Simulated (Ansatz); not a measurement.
**CH₈SiSn: one species, many methods**

One table from this session's results is given with a row withheld; the runs are named, their logs left out.

Computed with Ansatz 0.2.0, Gaussian basis. Level: functionals in def2-TZVPP, the program's frozen cores in correlated methods.

The runs, in order: LDA (SPW92), PBE-D4, revPBE-D4, BLYP-D4, r2SCAN-D4, B97M-V, PBE0-D4, B3LYP-D4, r2SCANh-D4, r2SCAN0-D4, HSE06-D4, BHLYP-D4, CAM-B3LYP-D4, LC-ωPBE, ωB97X-V, ωB97M-V, B2PLYP, PBE-QIDH; CCSD(T)/def2-SVP; CCSD(T)/def2-TZVPP; MP2/def2-QZVPP; extrapolation to the limit; RPA on PBE.

## The relaxed structure

All runs share one geometry, relaxed beforehand with PBE0-D4 in a triple-zeta def2 set. Sn takes the def2 core potential; no spin-orbit term is included.

SMILES `[CH3][SnH2][SiH3]`, 11 atoms, charge 0, spin multiplicity 1.

Atoms are counted from 1 here; the program's logs count them from 0.

Bond lengths: C1–Sn2 2.145 Å, C1–H4 1.090 Å, C1–H5 1.090 Å, C1–H6 1.090 Å, Sn2–Si3 2.564 Å, Sn2–H7 1.713 Å, Sn2–H8 1.713 Å, Si3–H9 1.488 Å, Si3–H10 1.487 Å, Si3–H11 1.488 Å. Angles: Sn2–C1–H4 109.8°, Sn2–C1–H5 109.9°, Sn2–C1–H6 109.9°, H4–C1–H5 109.1°, H4–C1–H6 109.1°, H5–C1–H6 109.1°, C1–Sn2–Si3 110.9°, C1–Sn2–H7 109.0°, C1–Sn2–H8 109.0°, Si3–Sn2–H7 110.1°, Si3–Sn2–H8 110.1°, H7–Sn2–H8 107.6°, Sn2–Si3–H9 110.2°, Sn2–Si3–H10 111.1°, Sn2–Si3–H11 110.2°, H9–Si3–H10 108.5°, H9–Si3–H11 108.2°, H10–Si3–H11 108.5°.

Coordinates:

```tsv
atom	x (Å)	y (Å)	z (Å)
C1	-1.2895	1.3937	-0.3732
Sn2	-0.1194	-0.3347	-0.8697
Si3	1.3433	-1.0474	1.1121
H4	-1.9011	1.6832	-1.2278
H5	-1.9409	1.1708	0.4716
H6	-0.6335	2.2226	-0.1078
H7	-1.1707	-1.6111	-1.3157
H8	0.8620	0.0264	-2.2262
H9	0.4927	-1.3681	2.2903
H10	2.1547	-2.2478	0.7758
H11	2.2676	0.0555	1.4914
```

Set-up of the first run:

in.yaml

```yaml
crystal:
  periodic: [false, false, false]
  atoms:
    - {symbol: C, position_ang: [-1.289466, 1.393698, -0.373222]}
    - {symbol: Sn, position_ang: [-0.119374, -0.334682, -0.869715]}
    - {symbol: Si, position_ang: [1.343349, -1.047415, 1.112112]}
    - {symbol: H, position_ang: [-1.901061, 1.683172, -1.227784]}
    - {symbol: H, position_ang: [-1.940908, 1.170814, 0.471644]}
    - {symbol: H, position_ang: [-0.633464, 2.222603, -0.107832]}
    - {symbol: H, position_ang: [-1.170727, -1.611101, -1.315730]}
    - {symbol: H, position_ang: [0.861995, 0.026379, -2.226236]}
    - {symbol: H, position_ang: [0.492664, -1.368080, 2.290281]}
    - {symbol: H, position_ang: [2.154657, -2.247783, 0.775847]}
    - {symbol: H, position_ang: [2.267638, 0.055492, 1.491436]}
basis:
  gaussian: {orbitals: def2-TZVPP}
hamiltonian: {xc: lda}
output: {orbitals: {seedname: orbitals}}
```

Steps of the session up to this table: LDA; PBE-D4 (GGA); revPBE-D4 (GGA); BLYP-D4 (GGA); r2SCAN-D4 (meta-GGA); B97M-V (meta-GGA); PBE0-D4 (hybrid); B3LYP-D4 (hybrid); r2SCANh-D4 (hybrid); r2SCAN0-D4 (hybrid); HSE06-D4 (hybrid); BHLYP-D4 (hybrid); CAM-B3LYP-D4 (range-separated); LC-ωPBE (range-separated); ωB97X-V (range-separated); ωB97M-V (range-separated); B2PLYP (double hybrid); PBE-QIDH (double hybrid).

One table of the session follows, with a row left open; its other results are not shown here.

It belongs to the step «Frontier levels by functional». 

| functional | HOMO (eV) | gap (eV) |
| --- | --- | --- |
| LDA (SPW92) | -6.78 | 5.85 |
| PBE-D4 | -6.67 | 5.89 |
| revPBE-D4 | -6.63 | 5.93 |
| BLYP-D4 | -6.52 | 5.85 |
| r2SCAN-D4 | -6.91 | 6.46 |
| B97M-V | -7.02 | 6.27 |
| PBE0-D4 | -7.72 | 7.67 |
| B3LYP-D4 | -7.51 | 7.26 |
| r2SCANh-D4 | -7.29 | 7.10 |
| r2SCAN0-D4 | ? | ? |
| HSE06-D4 | -7.33 | 6.92 |
| BHLYP-D4 | -8.64 | 9.29 |
| CAM-B3LYP-D4 | -8.94 | 9.76 |
| LC-ωPBE | -10.23 | 12.13 |
| ωB97X-V | -9.91 | 11.65 |
| ωB97M-V | -9.72 | 11.10 |

**Question.** Estimate the row for r2SCAN0-D4.

Worked estimate for «HOMO (eV)». Against the share of exact exchange, r2SCAN-D4 (0, -6.91), r2SCANh-D4 (0.1, -7.29) give a slope of -3.80 per unit share; at 0.25 the line stands at -7.86.

**Answer.** HOMO (eV): -7.87; gap (eV): 8.04. In «HOMO (eV)» the line misses by +0.01.
